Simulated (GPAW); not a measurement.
# HfGe (P4/mmm) in GPAW: single point with PBE

Aim: the single point of HfGe with PBE.

Program: GPAW 26.7.0. These are calculated values, not measurements. Logs are shortened: lines on timing, memory, paths and dates and some standing lists are left out, and cuts for length are marked. The log counts tension as positive stress, the text compression.

## 1. The cell of the first run

Symmetry: P4/mmm, No. 123, tetragonal system. Conventional cell: a = 3.091 Å, b = 3.091 Å, c = 4.108 Å, α = 90.00°, β = 90.00°, γ = 90.00°. Hf (site symmetry 4/mmm) has 4 Ge at 2.19 Å as nearest neighbours. Ge (site symmetry 4/mmm) has 4 Hf at 2.19 Å as nearest neighbours.

The cell was built by a generator and needn't be a form met in nature.

## 2. Single point, PBE (strain = -0.04)

run.py reads:

```python
from ase.dft.bandgap import bandgap
from ase.io import read, write
from ase.units import GPa
from gpaw import GPAW, PW

atoms = read('HfGe.xyz')

calc = GPAW(mode=PW(600),
            xc='PBE',
            kpts={'size': (8, 8, 7), 'gamma': True},
            occupations={'name': 'fermi-dirac', 'width': 0.05},
            nbands=18,
            convergence={'density': 1e-05, 'energy': 1e-05},
            maxiter=150,
            txt='gpaw.txt')
atoms.calc = calc
energy = atoms.get_potential_energy()
forces = atoms.get_forces()
stress = atoms.get_stress()
calc.write('gs.gpw')
write('result.traj', atoms)
print(f'Energy: {energy:.6f} eV')
print('Forces (eV/A):')
print(forces.round(4))
print('Stress (GPa):', (stress / GPa).round(3))
print('Fermi level:', round(calc.get_fermi_level(), 4), 'eV')
print(f'Gap: {bandgap(calc)[0]:.4f} eV, direct: {bandgap(calc, direct=True)[0]:.4f} eV')
```

HfGe.xyz reads:

```xyz
2
Lattice="3.0908793600 0.0000000000 0.0000000000 0.0000000000 3.0908793600 0.0000000000 0.0000000000 0.0000000000 4.1084277000" Properties=species:S:1:pos:R:3 pbc="T T T"
Hf     1.5454396800      1.5454396800      0.0000000000
Ge     0.0000000000      0.0000000000      0.0000000000
```

Potentials or basis: GPAW PAW data sets (gpaw-data 1.2.1), pw.

On the command line:

```
OMP_NUM_THREADS=1 python run.py
```

gpaw.txt:

```text
__  _  _
 | _ |_)|_||  |
 |__||  | ||/\| - 26.7.0

Input parameters:
  mode=PW(ecut=600.0),
  convergence={'density': 1e-05, 'energy': 1e-05},
  kpts=MonkhorstPack(size=(8, 8, 7), gamma=True),
  maxiter=150,
  nbands=18,
  occupations=Occupations(name='fermi-dirac', width=0.05),
  xc=XC(name='PBE')

Diagonalizing LCAO Hamiltonian
Converting LCAO to pw mode
   .-------.
  /|       |
 * |       |
 | |       |
 | |       |
 | .-------.
 |/   Hf  /
 Ge------*

Atoms  # Å, Bohr magnetons
|   | symbol |        x |        y |        z |    initial magnetic moments |
|---|--------|----------|----------|----------|-----------------------------|
| 0 |     Hf | 1.545440 | 1.545440 | 0.000000 | ( 0.0000,  0.0000,  0.0000) |
| 1 |     Ge | 0.000000 | 0.000000 | 0.000000 | ( 0.0000,  0.0000,  0.0000) |

Unit cell  # Å
| periodic |        x |        y |        z |  lengths |    angles |
|----------|----------|----------|----------|----------|-----------|
|      yes | 3.090879 | 0.000000 | 0.000000 | 3.090879 | 90.000000 |
|      yes | 0.000000 | 3.090879 | 0.000000 | 3.090879 | 90.000000 |
|      yes | 0.000000 | 0.000000 | 4.108428 | 4.108428 | 90.000000 |

Number of symmetries: 16
Symmetry operations  # r_c * U_cc + t_c -> r_c
|    | kind |            matrix            |
|----|------|------------------------------|
|  0 |  E   |  1, 0, 0,  0, 1, 0,  0, 0, 1 |
|  1 |  σ   |  1, 0, 0,  0, 1, 0,  0, 0,-1 |
|  2 |  σ   |  1, 0, 0,  0,-1, 0,  0, 0, 1 |
|  3 |  C2  |  1, 0, 0,  0,-1, 0,  0, 0,-1 |
|  4 |  σ   |  0, 1, 0,  1, 0, 0,  0, 0, 1 |
|  5 |  C2  |  0, 1, 0,  1, 0, 0,  0, 0,-1 |
|  6 |  C4  |  0, 1, 0, -1, 0, 0,  0, 0, 1 |
|  7 |  S4  |  0, 1, 0, -1, 0, 0,  0, 0,-1 |
|  8 |  C4  |  0,-1, 0,  1, 0, 0,  0, 0, 1 |
|  9 |  S4  |  0,-1, 0,  1, 0, 0,  0, 0,-1 |
| 10 |  σ   |  0,-1, 0, -1, 0, 0,  0, 0, 1 |
| 11 |  C2  |  0,-1, 0, -1, 0, 0,  0, 0,-1 |
| 12 |  σ   | -1, 0, 0,  0, 1, 0,  0, 0, 1 |
| 13 |  C2  | -1, 0, 0,  0, 1, 0,  0, 0,-1 |
| 14 |  C2  | -1, 0, 0,  0,-1, 0,  0, 0, 1 |
| 15 |  i   | -1, 0, 0,  0,-1, 0,  0, 0,-1 |

BZ-sampling:
  Number of BZ points: 448
  Number of IBZ points: 60

  Monkhorst-Pack size: [8, 8, 7]
  Monkhorst-Pack shift: [0.0625, 0.0625, 0.0]

K-points  # in reciprocal-cell coordinates
|     |                                coordinates |     weight |
|-----|--------------------------------------------|------------|
|   0 | (  0.00000000,   0.00000000,   0.00000000) | 0.00223214 |
|   1 | (  0.00000000,   0.00000000,   0.14285714) | 0.00446429 |
|   2 | (  0.00000000,   0.00000000,   0.28571429) | 0.00446429 |
|   3 | (  0.00000000,   0.00000000,   0.42857143) | 0.00446429 |
|   4 | (  0.12500000,   0.00000000,   0.00000000) | 0.00892857 |
|   5 | (  0.12500000,   0.00000000,   0.14285714) | 0.01785714 |
|   6 | (  0.12500000,   0.00000000,   0.28571429) | 0.01785714 |
|   7 | (  0.12500000,   0.00000000,   0.42857143) | 0.01785714 |
|   8 | (  0.12500000,   0.12500000,   0.00000000) | 0.00892857 |
|   9 | (  0.12500000,   0.12500000,   0.14285714) | 0.01785714 |
| ... |                                            |            |
|  59 | (  0.50000000,   0.50000000,   0.42857143) | 0.00446429 |

Plane wave coefficients: 1336
Cutoff: 600.0 eV

Spin-components: 1 (collinear spins)
Bands:           18
Projectors:      11
Spin-degeneracy: 2
Datatype:        complex128

Parallelization:
  kpt:    1
  domain: 1
  band:   1

Density:
  Valence electrons: 16.0
  Components: 1
  Grid points: [18 18 24]
  Charge: 0.0  # |e|

Potential:
  Grid points: [18 18 24]

species:
  Hf:
    name:    Hafnium
    Z:       72.0
    valence: 12
    core:    60
    charge:  0.0  # [|e|]
    compensation charges:
      type: gauss
      rc: 0.41  # [Å]
      lmax: 2
    cutoffs:
      filter: 2.36  # [Å]
      core: 4.02  # [Å]
    projectors
    | kind |    occ | energy [eV] | rcut [Å] |
    |------|--------|-------------|----------|
    |   5s |  2.000 |     -66.831 |    1.397 |
    |   6s |  2.000 |      -5.097 |    1.397 |
    |   5p |  6.000 |     -35.599 |    1.307 |
    |   6p |  0.000 |      -1.401 |    1.307 |
    |   5d |  2.000 |      -2.699 |    1.334 |
    |    d |        |      24.513 |    1.334 |

    Using partial waves for Hf as LCAO basis

  Ge:
    name:    Germanium
    Z:       32.0
    valence: 4
    core:    28
    charge:  0.0  # [|e|]
    compensation charges:
      type: gauss
      rc: 0.32  # [Å]
      lmax: 2
    cutoffs:
      filter: 1.77  # [Å]
      core: 3.42  # [Å]
    projectors
    | kind |    occ | energy [eV] | rcut [Å] |
    |------|--------|-------------|----------|
    |   4s |  2.000 |     -11.726 |    1.005 |
    |   4p |  2.000 |      -3.896 |    1.005 |
    |    s |        |      15.485 |    1.005 |
    |    p |        |      23.315 |    1.005 |
    |    d |        |       0.000 |    1.005 |

    Using partial waves for Ge as LCAO basis

Reference energy: -466983.753128  # eV

eigensolver:
  PPCG
  Converge bands: occupied
  niter=2

density mixing:
  MSR1-Mixer
  Pratt-step length: 0.05
  Maximum mixing coefficient: 0.75
  Old densities: 10
  SVD Regularization: 0.005
  Good broyden scale: 1.0
  Trust region scale: 1.0
  Backstep threshold: 4.0
  History deletion threshold: 6.0
  Fourier metric: weight=20.0, sigma=0.015

occupation numbers:
  Fermi-Dirac:
    width: 0.0500  # eV

poisson solver:
  ecut: 4800.0  # eV

xc functional:
  name: PBE with 2 nearest neighbor stencil

convergence criteria:
- Maximum integral of absolute [dens]ity change: 1e-05 electrons / valence electron
- Maximum [total energy] change in last 3 cyles: 1e-05 eV / valence electron
- Maximum integral of absolute [eigenst]ate change: 4e-08 eV^2 / valence electron
maximum number of iterations: 150

SCF iterations
|iter     | |      energy | eigst |  dens |
|---------|-|-------------|-------|-------|
|iter:   1| |   -6.964330 | +0.08 |       |
|iter:   2| |   -6.673395 | -2.11 | -0.87 |
|iter:   3| |   -5.328635 | -0.90 | -0.91 |
|iter:   4| |   -5.320334 | -2.80 | -1.82 |
|iter:   5| |   -5.326720 | -3.13 | -2.08 |
|iter:   6| |   -5.325968 | -4.49 | -2.61 |
|iter:   7| |   -5.326086 | -5.10 | -2.94 |
|iter:   8| |   -5.326080c| -7.00 | -4.09 |
|iter:   9| |   -5.326082c| -7.93c| -4.52 |
|iter:  10| |   -5.326080c| -8.12c| -4.85 |
|iter:  11| |   -5.326080c| -9.01c| -5.82c|

Converged in 11 steps
Energy contributions relative to reference atoms: (reference = -466983.753128)

Energy contributions:
  Kinetic:         139.026190
  Coulomb:        -116.174792
  Zero:             -0.488023
  External:          0.000000
  Xc:              -27.683006
  Entropy:          -0.012898
  Spinorbit:         0.000000
  ----------------------------
  Free energy:      -5.332529
  Extrapolated:     -5.326080

dipole moment: (-10.096720, -10.096720, -28.143280)  # |e|*Ang

Fermi level: 8.630
Eigenvalues  # (at kpt = [0.000, 0.000, 0.000])
| band index |      eig [eV] | occ [0-2] |
|------------|---------------|-----------|
|          0 |       -52.066 |     2.000 |
|          1 |       -21.397 |     2.000 |
|          2 |       -21.156 |     2.000 |
|          3 |       -21.156 |     2.000 |
|          4 |        -2.706 |     2.000 |
|          5 |         6.453 |     2.000 |
[... 8 lines left out ...]
|         14 |        21.267 |     0.000 |
|         15 |        22.654 |     0.000 |
|        ... |               |           |
|         17 |        24.125 |     0.000 |

No gap
No difference between direct/indirect transitions

Forces  # eV/Ang
|        x |        y |       z |
|----------|----------|---------|
|  0.00000 |  0.00000 | 0.00000 |  # Hf   0
| -0.00000 | -0.00000 | 0.00000 |  # Ge   1

Stress tensor  # eV/Ang^3
|         x |         y |        z |
|-----------|-----------|----------|
| -0.918414 |  0.000000 | 0.000000 |
|  0.000000 | -0.918414 | 0.000000 |
|  0.000000 |  0.000000 | 0.013819 |

# Writing to gs.gpw (mode='')
```

stdout:

```text
Energy: -5.326080 eV
Forces (eV/A):
[[ 0.  0.  0.]
 [-0. -0.  0.]]
Stress (GPa): [-147.146 -147.146    2.214    0.       0.       0.   ]
Fermi level: 8.63 eV
Gap: 0.0000 eV, direct: 0.0000 eV
```

It took 26 s on 1 thread of Arm Neoverse V1, shared host; peak memory 0.17 GiB.

What came out:

```yaml
Free_energy: -5.3325 eV
Pressure: 97.4 GPa
Band_gap_on_the_k_mesh: none (metal or under the smearing width)
```

Caveat: the density grid can change from cell to cell, which puts small steps into energies and stress; the cell as given lies far from equilibrium.
